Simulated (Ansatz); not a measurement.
**Al₂H₄F₂: taking an electron away**

Aim: the vertical ionisation energy of Al₂H₄F₂, as cation minus neutral at the neutral's geometry, on several levels, and how well −ε(HOMO) stands in for it.

Method: unrestricted cation, the program's frozen cores in correlated methods; program: Ansatz 0.2.0, Gaussian basis.

Plan: UKS PBE-D4/def2-TZVPP; UKS r2SCAN-D4/def2-TZVPP; UKS PBE0-D4/def2-TZVPP; UKS B3LYP-D4/def2-TZVPP; UKS wB97X-V/def2-TZVPP; UKS wB97M-V/def2-TZVPP; UKS B2PLYP/def2-TZVPP; UHF-CCSD(T)/def2-TZVPP; UHF-MP2/def2-QZVPP; extrapolation to the limit; then −ε(HOMO) from the neutral's earlier runs with LDA (SPW92), PBE-D4, revPBE-D4, BLYP-D4, r2SCAN-D4, B97M-V, PBE0-D4, B3LYP-D4, r2SCANh-D4, r2SCAN0-D4, HSE06-D4, BHLYP-D4, CAM-B3LYP-D4, LC-ωPBE, ωB97X-V, ωB97M-V.

## (1) Structure used throughout

The geometry comes from an earlier relaxation with PBE0-D4 in a triple-zeta def2 set; it is a stationary point, not always the lowest conformer.

SMILES `[F+]1[AlH2-][F+][AlH2-]1`, 8 atoms, charge 0, spin multiplicity 1.

Atoms are counted from 1 here; the program's logs count them from 0.

Bond lengths: F1–Al2 1.829 Å, F1–Al4 1.829 Å, Al2–F3 1.829 Å, Al2–H5 1.572 Å, Al2–H6 1.572 Å, F3–Al4 1.829 Å, Al4–H7 1.572 Å, Al4–H8 1.572 Å. Angles: Al2–F1–Al4 99.7°, F1–Al2–F3 80.3°, F1–Al2–H5 109.6°, F1–Al2–H6 109.6°, F3–Al2–H5 109.6°, F3–Al2–H6 109.6°, H5–Al2–H6 127.9°, Al2–F3–Al4 99.7°, F1–Al4–F3 80.3°, F1–Al4–H7 109.6°, F1–Al4–H8 109.6°, F3–Al4–H7 109.6°, F3–Al4–H8 109.6°, H7–Al4–H8 127.9°.

## (2) Cation, UKS PBE-D4/def2-TZVPP

Input file in.yaml:

```yaml
crystal:
  periodic: [false, false, false]
  atoms:
    - {symbol: F, position_ang: [-0.713386, 0.054722, 0.937529]}
    - {symbol: Al, position_ang: [0.114416, 1.393452, 0.005792]}
    - {symbol: F, position_ang: [0.712602, -0.054644, -0.938138]}
    - {symbol: Al, position_ang: [-0.114481, -1.393453, -0.005844]}
    - {symbol: H, position_ang: [-0.948089, 2.177215, -0.847760]}
    - {symbol: H, position_ang: [1.290430, 1.984958, 0.865368]}
    - {symbol: H, position_ang: [0.948644, -2.176003, 0.848048]}
    - {symbol: H, position_ang: [-1.290147, -1.986237, -0.865004]}
basis:
  gaussian: {orbitals: def2-TZVPP}
total_charge: 1
magnetization: {spin_polarized: true, initial_magnetization: 1}
hamiltonian: {xc: pbe, dispersion: d4}
```

Run with:

```bash
$ ansatz run in.yaml --threads 4 --pin off --events-out ev --progress --plain --max-ram 10444MiB
```

Output:

```text
Functional definition: PBE
  name "PBE"
  cite "Perdew, Burke & Ernzerhof, Phys. Rev. Lett. 77, 3865 (1996) doi:10.1103/PhysRevLett.77.3865"
  parent pbe
  parameter kappa = 0.804
  parameter beta = 0.06672455060314922
  exchange = pbe_x(kappa = kappa, mu = beta*pi^2/3)
  correlation = pbe_c(beta = beta)
1086 factors; their error is unknown
mean field evaluation 1: about -18663.9902 eV, gradient 7.0e1 eV
mean field evaluation 2: about -18572.6964 eV, gradient 1.7e2 eV
mean field evaluation 4: about -18677.1699 eV, gradient 4.3e0 eV
mean field evaluation 8: about -18677.3830 eV, gradient 3.2e-1 eV
mean field evaluation 16: about -18677.3735 eV, gradient 9.2e-4 eV
mean field -18677.37352692 eV, -686.3808171359 hartree, gradient 1.7e-5 eV, S^2 0.753890; 1 other end points of the search recorded, 0 dependent functions left out
reference -18677.37357644 eV, -686.3808189558 hartree; 24, 23 occupied and 178, 179 virtual orbitals, 1086 factors
Total energy: -18677.48845696 eV, -686.3850407368 hartree
```

Wall time 3.8 s (4 threads of Arm Neoverse V2, shared host); peak memory 0.48 GiB.

The neutral molecule at this level: -18687.5372 eV. Difference: 10.049 eV. ⟨S²⟩ = 0.754.

## (3) Cation, UKS r2SCAN-D4/def2-TZVPP

Changes to in.yaml since step 2:

```diff
@@ -15,2 +15,2 @@
 magnetization: {spin_polarized: true, initial_magnetization: 1}
-hamiltonian: {xc: pbe, dispersion: d4}
+hamiltonian: {xc: r2scan, dispersion: d4}
```

The command is unchanged.

Output:

```text
Functional definition: r2SCAN
  name "r2SCAN"
  cite "Furness, Kaplan, Ning, Perdew & Sun, J. Phys. Chem. Lett. 11, 8208 (2020) doi:10.1021/acs.jpclett.0c02405"
  cite "Furness, Kaplan, Ning, Perdew & Sun, J. Phys. Chem. Lett. 11, 9248 (2020) doi:10.1021/acs.jpclett.0c03077"
  parent r2scan
  parameter k0 = 0.174
  parameter k1 = 0.065
  parameter a1 = 4.9479
  exchange = r2scan_x(k0 = k0, k1 = k1, a1 = a1)
  correlation = r2scan_c
1086 factors; their error is unknown
mean field evaluation 1: about -18674.9075 eV, gradient 6.6e1 eV
mean field evaluation 2: about -18616.4650 eV, gradient 1.4e2 eV
mean field evaluation 4: about -18686.5065 eV, gradient 2.9e0 eV
mean field evaluation 8: about -18686.6154 eV, gradient 4.1e-1 eV
mean field evaluation 16: about -18686.6096 eV, gradient 5.6e-3 eV
mean field -18686.60956143 eV, -686.7202351438 hartree, gradient 2.8e-5 eV, S^2 0.759255; 1 other end points of the search recorded, 0 dependent functions left out
reference -18686.60957997 eV, -686.7202358248 hartree; 24, 23 occupied and 178, 179 virtual orbitals, 1086 factors
Total energy: -18686.63535940 eV, -686.7211832014 hartree
```

Wall time 9.5 s (4 threads of Arm Neoverse V2, shared host); peak memory 0.54 GiB.

The neutral molecule at this level: -18696.9172 eV. Difference: 10.282 eV. ⟨S²⟩ = 0.759.

## (4) Cation, UKS PBE0-D4/def2-TZVPP

Changes to in.yaml since step 3:

```diff
@@ -15,2 +15,2 @@
 magnetization: {spin_polarized: true, initial_magnetization: 1}
-hamiltonian: {xc: r2scan, dispersion: d4}
+hamiltonian: {xc: pbe0, dispersion: d4}
```

Launched as before.

Output:

```text
Functional definition: PBE0
  name "PBE0"
  cite "Adamo & Barone, J. Chem. Phys. 110, 6158 (1999) doi:10.1063/1.478522"
  cite "Perdew, Burke & Ernzerhof, Phys. Rev. Lett. 77, 3865 (1996) doi:10.1103/PhysRevLett.77.3865"
  parent pbe
  parameter a = 0.25
  parameter kappa = 0.804
  parameter beta = 0.06672455060314922
  exchange = (1 - a)*pbe_x(kappa = kappa, mu = beta*pi^2/3) + a*exact_x
  correlation = pbe_c(beta = beta)
1148 factors; their error is unknown
mean field evaluation 1: about -18667.6104 eV, gradient 6.2e1 eV
mean field evaluation 2: about -18629.3806 eV, gradient 1.2e2 eV
mean field evaluation 4: about -18678.0795 eV, gradient 1.1e0 eV
mean field evaluation 8: about -18678.0842 eV, gradient 2.6e-1 eV
mean field evaluation 16: about -18678.1223 eV, gradient 3.5e-4 eV
mean field -18678.28465703 eV, -686.4143005498 hartree, gradient 7.2e-5 eV, S^2 0.759793; 2 other end points of the search recorded, 0 dependent functions left out
reference -18678.28469408 eV, -686.4143019115 hartree; 24, 23 occupied and 178, 179 virtual orbitals, 1148 factors
Total energy: -18678.38136538 eV, -686.4178545159 hartree
```

It took 5.5 s on 4 threads of Arm Neoverse V2, shared host; peak memory 0.6 GiB.

Less the neutral's -18688.9955 eV (earlier run), this gives 10.614 eV. ⟨S²⟩ = 0.760.

## (5) Cation, UKS B3LYP-D4/def2-TZVPP

Changes to in.yaml since step 4:

```diff
@@ -15,2 +15,2 @@
 magnetization: {spin_polarized: true, initial_magnetization: 1}
-hamiltonian: {xc: pbe0, dispersion: d4}
+hamiltonian: {xc: {name: B3LYP}, dispersion: d4}
```

Launched as before.

Output, shortened:

```text
Functional definition: B3LYP
  name "B3LYP"
  cite "Stephens, Devlin, Chabalowski & Frisch, J. Phys. Chem. 98, 11623 (1994) doi:10.1021/j100096a001"
  cite "Becke, Phys. Rev. A 38, 3098 (1988) doi:10.1103/PhysRevA.38.3098"
  cite "Lee, Yang & Parr, Phys. Rev. B 37, 785 (1988) doi:10.1103/PhysRevB.37.785"
  cite "Vosko, Wilk & Nusair, Can. J. Phys. 58, 1200 (1980) doi:10.1139/p80-159"
[...]
1134 factors; their error is unknown
[...]
mean field -18691.50944459 eV, -686.9003025284 hartree, gradient 6.6e-5 eV, S^2 0.759144; 2 other end points of the search recorded, 0 dependent functions left out
reference -18691.50972429 eV, -686.9003128072 hartree; 24, 23 occupied and 178, 179 virtual orbitals, 1134 factors
Total energy: -18691.69732933 eV, -686.9072071655 hartree
```

Wall time 5.5 s (4 threads of Arm Neoverse V2, shared host); peak memory 0.6 GiB.

Less the neutral's -18702.3034 eV (earlier run), this gives 10.606 eV. ⟨S²⟩ = 0.759.

## (6) Cation, UKS wB97X-V/def2-TZVPP

Changes to in.yaml since step 5:

```diff
@@ -15,2 +15,2 @@
 magnetization: {spin_polarized: true, initial_magnetization: 1}
-hamiltonian: {xc: {name: B3LYP}, dispersion: d4}
+hamiltonian: {xc: {name: wB97X-V}}
```

Launched as before.

Output, shortened:

```text
Functional definition: wB97X-V
  name "wB97X-V"
  cite "Mardirossian & Head-Gordon, Phys. Chem. Chem. Phys. 16, 9904 (2014) doi:10.1039/C3CP54374A"
  cite "Becke, J. Chem. Phys. 107, 8554 (1997) doi:10.1063/1.475007"
  cite "Vydrov & Van Voorhis, J. Chem. Phys. 133, 244103 (2010) doi:10.1063/1.3521275"
[...]
      + integral(e_c_pw_opposite_spin*poly(b97_u_opposite, cos0, cos1)) + vv10(b, c)
1124 factors; their error is unknown
264 factors; integrals over basis functions are off by at most 1.1e-5 eV
[...]
mean field -18685.34711981 eV, -686.6738412698 hartree, gradient 7.2e-6 eV, S^2 0.763276; 4 other end points of the search recorded, 0 dependent functions left out
reference -18685.34711747 eV, -686.6738411839 hartree; 24, 23 occupied and 178, 179 virtual orbitals, 1124 factors
Total energy: -18685.34711747 eV, -686.6738411839 hartree
```

Run time: 35 s. Hardware: 4 threads of Arm Neoverse V2, shared host; peak memory 1 GiB.

The neutral molecule at this level: -18696.6427 eV. Difference: 11.296 eV. ⟨S²⟩ = 0.763.

## (7) Cation, UKS wB97M-V/def2-TZVPP

Changes to in.yaml since step 6:

```diff
@@ -15,2 +15,2 @@
 magnetization: {spin_polarized: true, initial_magnetization: 1}
-hamiltonian: {xc: {name: wB97X-V}}
+hamiltonian: {xc: {name: wB97M-V}}
```

Launched as before.

Output, shortened:

```text
Functional definition: wB97M-V
  name "wB97M-V"
  cite "Mardirossian & Head-Gordon, J. Chem. Phys. 144, 214110 (2016) doi:10.1063/1.4952647"
  cite "Becke, J. Chem. Phys. 107, 8554 (1997) doi:10.1063/1.475007"
  cite "Vydrov & Van Voorhis, J. Chem. Phys. 133, 244103 (2010) doi:10.1063/1.3521275"
  # Of w^i u^j: cxij and so on, Table III.
[...]
  gx(w, u) = 1 - cx + cx01*u + cx10*w
  gss(w, u) = css00 + css04*u^4 + css10*w + css20*w^2 + css43*w^4*u^3
  gos(w, u) = cos00 + cos10*w + (cos20 + cos21*u)*w^2 + (cos60 + cos61*u)*w^6
[...]
      + integral(e_c_pw_mod_opposite_spin*gos(b97_w_opposite, b97_u_opposite)) + vv10(b, c)
1092 factors; their error is unknown
264 factors; integrals over basis functions are off by at most 1.1e-5 eV
[...]
mean field -18687.00828616 eV, -686.7348880071 hartree, gradient 1.7e-5 eV, S^2 0.760832; 4 other end points of the search recorded, 0 dependent functions left out
reference -18687.00834663 eV, -686.7348902296 hartree; 24, 23 occupied and 178, 179 virtual orbitals, 1092 factors
Total energy: -18687.00834663 eV, -686.7348902296 hartree
```

It took 35 s on 4 threads of Arm Neoverse V2, shared host; peak memory 1.1 GiB.

The neutral molecule at this level: -18698.1512 eV. Difference: 11.143 eV. ⟨S²⟩ = 0.761.

## (8) Cation, UKS B2PLYP (frozen core)/def2-TZVPP

Changes to in.yaml since step 7:

```diff
@@ -15,2 +15,2 @@
 magnetization: {spin_polarized: true, initial_magnetization: 1}
-hamiltonian: {xc: {name: wB97M-V}}
+hamiltonian: {xc: {name: B2PLYP}}
```

The command is unchanged.

Output, shortened:

```text
Functional definition: B2PLYP
  name "B2PLYP"
  cite "Grimme, J. Chem. Phys. 124, 034108 (2006) doi:10.1063/1.2148954"
  cite "Becke, Phys. Rev. A 38, 3098 (1988) doi:10.1103/PhysRevA.38.3098"
  cite "Lee, Yang & Parr, Phys. Rev. B 37, 785 (1988) doi:10.1103/PhysRevB.37.785"
[...]
1206 factors; integrals over basis functions are off by at most 9.2e-4 eV
[...]
mean field -18674.57749619 eV, -686.2780649018 hartree, gradient 2.7e-6 eV, S^2 0.772722; 4 other end points of the search recorded, 0 dependent functions left out
12 core orbitals not correlated: weight in the atoms' cores, before any rotation towards them, 1.000 or more for the frozen orbitals, at most 0.000 for the correlated occupied ones
reference -18674.57767219 eV, -686.2780713695 hartree; 12, 11 occupied and 178, 179 virtual orbitals, 1206 factors
second order -21.95288753 eV of doubles, -0.00000000 eV of singles
Total energy: -18680.50495182 eV, -686.4958948784 hartree
```

Wall time 12 s (4 threads of Arm Neoverse V2, shared host); peak memory 0.65 GiB.

The neutral molecule at this level: -18691.4525 eV. Difference: 10.948 eV. ⟨S²⟩ = 0.773.

## (9) Cation, UHF-CCSD(T)/def2-TZVPP

Changes to in.yaml since step 8:

```diff
@@ -15,2 +15,3 @@
 magnetization: {spin_polarized: true, initial_magnetization: 1}
-hamiltonian: {xc: {name: B2PLYP}}
+correlation: {method: ccsd_t}
+scf: {omitted_lower_state_checks: [cluster_reference]}
```

Same command.

Output, shortened:

```text
Functional definition: HF
  name "HF"
  cite "Fock, Z. Phys. 61, 126 (1930) doi:10.1007/BF01340294"
  parent pbe
[...]
1206 factors; integrals over basis functions are off by at most 9.2e-4 eV
[...]
mean field -18638.16598992 eV, -684.9399667271 hartree, gradient 1.6e-6 eV, S^2 0.836105; 6 other end points of the search recorded, 0 dependent functions left out
12 core orbitals not correlated: weight in the atoms' cores, before any rotation towards them, 1.000 or more for the frozen orbitals, at most 0.000 for the correlated occupied ones
reference -18638.16598992 eV, -684.9399667271 hartree; 12, 11 occupied and 178, 179 virtual orbitals, 1206 factors
second order -17.83414116 eV of doubles, -0.00000000 eV of singles
cycle   1  -17.96291012 eV  change   -2.9e-1 eV  update   1.0e-1
[...]
cycle  15  -18.65196812 eV  change    5.7e-6 eV  update   1.1e-5
perturbative correction -0.52134540 eV, -0.0191590902 hartree
WARN: these amplitudes may be one of several solutions (largest doubles amplitude 0.08, level shift 0.55 eV)
Total energy: -18657.33930345 eV, -685.6445730029 hartree
Checks for a lower state left out: cluster_reference
```

Wall time 2.4 min (4 threads of Arm Neoverse V2, shared host); peak memory 6.2 GiB.

Less the neutral's -18668.8557 eV (earlier run), this gives 11.516 eV. ⟨S²⟩ = 0.836. T1 = 0.033 (report).

## (10) Cation, UHF-MP2/def2-QZVPP

Changes to in.yaml since step 9:

```diff
@@ -12,6 +12,6 @@
 basis:
-  gaussian: {orbitals: def2-TZVPP}
+  gaussian: {orbitals: "def2-QZVPP.json"}
 total_charge: 1
 magnetization: {spin_polarized: true, initial_magnetization: 1}
-correlation: {method: ccsd_t}
+correlation: {method: mp2}
 scf: {omitted_lower_state_checks: [cluster_reference]}
```

The command is unchanged.

Output, shortened:

```text
Functional definition: HF
  name "HF"
  cite "Fock, Z. Phys. 61, 126 (1930) doi:10.1007/BF01340294"
  parent pbe
[...]
2210 factors; integrals over basis functions are off by at most 4.9e-4 eV
[...]
mean field -18638.90364209 eV, -684.9670749442 hartree, gradient 2.2e-6 eV, S^2 0.836718; 6 other end points of the search recorded, 0 dependent functions left out
12 core orbitals not correlated: weight in the atoms' cores, before any rotation towards them, 1.000 or more for the frozen orbitals, at most 0.000 for the correlated occupied ones
reference -18638.90364209 eV, -684.9670749442 hartree; 12, 11 occupied and 350, 351 virtual orbitals, 2210 factors
second order -19.48316574 eV of doubles, -0.00000000 eV of singles
Total energy: -18658.38680783 eV, -685.6830680791 hartree
Checks for a lower state left out: cluster_reference
```

It took 42 s on 4 threads of Arm Neoverse V2, shared host; peak memory 1.7 GiB.

The neutral molecule at this level: -18669.9852 eV. Difference: 11.598 eV. ⟨S²⟩ = 0.837.

## (11) The basis-set limit

No new run: Hartree-Fock is extrapolated as exp(−7.88√X) and correlation as X^−2.97, with X = 3 and 4; only MP2 was run in the larger set, so CCSD(T) minus MP2 is added from the smaller one.

```csv
level,energy at the limit (eV)
HF,-18639.0052
MP2,-18659.7099
CCSD,-18660.5277
CCSD(T),-18661.0491
```

The neutral's limit, from its own earlier runs, is -18672.6405 eV in the additive form (MP2 limit plus CCSD(T) minus MP2 in triple zeta), in which the cation has -18661.0491 eV.

## (12) Ionisation energies side by side

Differences are taken before rounding.

```csv
method,ionisation energy (eV),from CCSD(T)/CBS (eV),time
PBE-D4,10.05,-1.54,5.1 s
r2SCAN-D4,10.28,-1.31,12 s
PBE0-D4,10.61,-0.98,7.1 s
B3LYP-D4,10.61,-0.99,7.8 s
ωB97X-V,11.30,-0.30,39 s
ωB97M-V,11.14,-0.45,41 s
B2PLYP,10.95,-0.64,14 s
HF/def2-TZVPP,10.89,-0.70,
MP2/def2-TZVPP,11.56,-0.03,
CCSD/def2-TZVPP,11.55,-0.04,
CCSD(T)/def2-TZVPP,11.52,-0.07,2.9 min
CCSD(T)/CBS,11.59,0,3.7 min
```

Among the levels timed on like hardware and quicker than the yardstick, those that no quicker one beats, quickest first: PBE-D4 (5.1 s, -1.54 eV); PBE0-D4 (7.1 s, -0.98 eV); B2PLYP (14 s, -0.64 eV); ωB97X-V (39 s, -0.30 eV); CCSD(T)/def2-TZVPP (2.9 min, -0.07 eV).

Times add the cation's run and the neutral's; HF, MP2 and CCSD come out of the CCSD(T) runs.

For comparison, −ε(HOMO) of the neutral from earlier runs:

```csv
functional,−ε(HOMO) (eV),by energy difference (eV)
LDA (SPW92),7.32,
PBE-D4,7.29,10.05
revPBE-D4,7.26,
BLYP-D4,7.22,
r2SCAN-D4,7.63,10.28
B97M-V,7.75,
PBE0-D4,8.61,10.61
B3LYP-D4,8.44,10.61
r2SCANh-D4,8.11,
r2SCAN0-D4,8.84,
HSE06-D4,8.21,
BHLYP-D4,9.90,
CAM-B3LYP-D4,10.06,
LC-ωPBE,11.44,
ωB97X-V,11.09,11.30
ωB97M-V,10.86,11.14
```

## (13) Outcome

```
                        quantity               value
  ionisation energy, CCSD(T)/CBS            11.59 eV
nearest functional by difference  ωB97X-V (-0.30 eV)
                nearest −ε(HOMO)  LC-ωPBE (-0.15 eV)
                 −ε(HOMO) of PBE             7.29 eV
                T1 of the cation               0.033
```

By cation minus neutral, the functionals miss by 1.54 eV at most. −ε(HOMO) of PBE misses by 4.3 eV, since self-interaction lifts the level. Among orbital estimates LC-ωPBE comes nearest. Hartree-Fock falls 0.70 eV short, as the neutral has more correlation energy than the cation. The cation's T1 (from the report) is 0.033, near the customary mark of 0.045 for open shells, so the coupled-cluster value is less safe. The cation may have settled in a state other than its lowest; no search over hole states beyond the program's own was made.

For cost: CCSD(T)/def2-TZVPP gets within 0.07 eV in 2.9 min, where CCSD(T)/CBS took 3.7 min; the quickest level in the cost chart, PBE-D4, takes 5.1 s and misses by 1.54 eV.
